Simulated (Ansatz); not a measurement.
# C₃H₁₀BN: up Jacob's ladder to CCSD(T)

An exercise on one series of results from a longer session: the logs are not shown, and one member is left open.

The runs use Ansatz 0.2.0, Gaussian basis; functionals in def2-TZVPP, the program's frozen cores in correlated methods.

Plan: PBE-D4, r2SCAN-D4, PBE0-D4, B3LYP-D4, ωB97X-V, ωB97M-V, B2PLYP; CCSD(T)/def2-TZVPP; MP2/def2-QZVPP; extrapolation to the limit.

### The geometry

An earlier PBE0-D4 in a triple-zeta def2 set relaxation fixed the geometry.

15 atoms, charge 0, spin multiplicity 1.

Atoms are counted from 1 here; the program's logs count them from 0.

Bond lengths: C1–C2 1.523 Å, C1–H6 1.095 Å, C1–H7 1.093 Å, C1–H8 1.095 Å, C2–B3 1.573 Å, C2–H9 1.098 Å, C2–H10 1.099 Å, B3–N4 1.389 Å, B3–H11 1.203 Å, N4–C5 1.443 Å, N4–H12 1.009 Å, C5–H13 1.090 Å, C5–H14 1.095 Å, C5–H15 1.095 Å. Angles: C2–C1–H6 111.5°, C2–C1–H7 112.2°, C2–C1–H8 111.5°, H6–C1–H7 107.0°, H6–C1–H8 107.4°, H7–C1–H8 107.0°, C1–C2–B3 117.0°, C1–C2–H9 110.0°, C1–C2–H10 110.0°, B3–C2–H9 107.7°, B3–C2–H10 107.6°, H9–C2–H10 103.7°, C2–B3–N4 122.0°, C2–B3–H11 120.8°, N4–B3–H11 117.2°, B3–N4–C5 127.0°, B3–N4–H12 119.0°, C5–N4–H12 113.9° and more.

Set-up of the first run:

File in.yaml:

```yaml
crystal:
  periodic: [false, false, false]
  atoms:
    - {symbol: C, position_ang: [-0.869681, 0.260697, 1.885017]}
    - {symbol: C, position_ang: [0.572146, 0.419769, 1.420570]}
    - {symbol: B, position_ang: [0.869745, 0.129952, -0.096983]}
    - {symbol: N, position_ang: [-0.129828, -0.246833, -0.984292]}
    - {symbol: C, position_ang: [0.019269, -0.535948, -2.390031]}
    - {symbol: H, position_ang: [-1.230449, -0.761076, 1.729942]}
    - {symbol: H, position_ang: [-0.987731, 0.482847, 2.948464]}
    - {symbol: H, position_ang: [-1.542453, 0.932061, 1.341887]}
    - {symbol: H, position_ang: [1.232646, -0.222987, 2.018182]}
    - {symbol: H, position_ang: [0.927881, 1.435606, 1.640397]}
    - {symbol: H, position_ang: [1.986171, 0.228879, -0.535307]}
    - {symbol: H, position_ang: [-1.076281, -0.337764, -0.645761]}
    - {symbol: H, position_ang: [1.066556, -0.417693, -2.667595]}
    - {symbol: H, position_ang: [-0.283170, -1.561185, -2.626688]}
    - {symbol: H, position_ang: [-0.576720, 0.142976, -3.008504]}
basis:
  gaussian: {orbitals: def2-TZVPP}
hamiltonian: {xc: pbe, dispersion: d4}
output: {forces: true, orbitals: {seedname: orbitals}}
```

Started as:

```
$ ansatz run in.yaml --threads 4 --pin off --events-out ev --progress --plain --max-ram 10444MiB
```

Among the steps run: PBE-D4 (GGA); r2SCAN-D4 (meta-GGA); PBE0-D4 (hybrid); B3LYP-D4 (hybrid); ωB97X-V (range-separated); ωB97M-V (range-separated); B2PLYP (double hybrid); CCSD(T) in def2-TZVPP; MP2 in def2-QZVPP.

One table of the session follows, with a row left open; its other results are not shown here.

It belongs to the step «Atomisation energies». 

```
            method  atomisation energy (kJ/mol)
            PBE-D4                       5910.6
         r2SCAN-D4                            ?
           PBE0-D4                       5840.7
          B3LYP-D4                       5832.4
           ωB97X-V                       5817.4
           ωB97M-V                       5829.6
            B2PLYP                       5764.4
     HF/def2-TZVPP                       4375.3
    MP2/def2-TZVPP                       5716.3
   CCSD/def2-TZVPP                       5602.0
CCSD(T)/def2-TZVPP                       5667.5
           MP2/CBS                       5842.2
       CCSD(T)/CBS                       5793.4
```

**Question.** Estimate the row for r2SCAN-D4.

The run gave: atomisation energy (kJ/mol): 5815.6. In the column «atomisation energy (kJ/mol)» it lies between CCSD(T)/CBS (5793.4) and ωB97X-V (5817.4).

Limits of these values: Free atoms (3 C, 1 B, 1 N, 10 H) were run apart at each level; the atomisation energy is their sum less the molecule, without zero-point or spin-orbit terms.
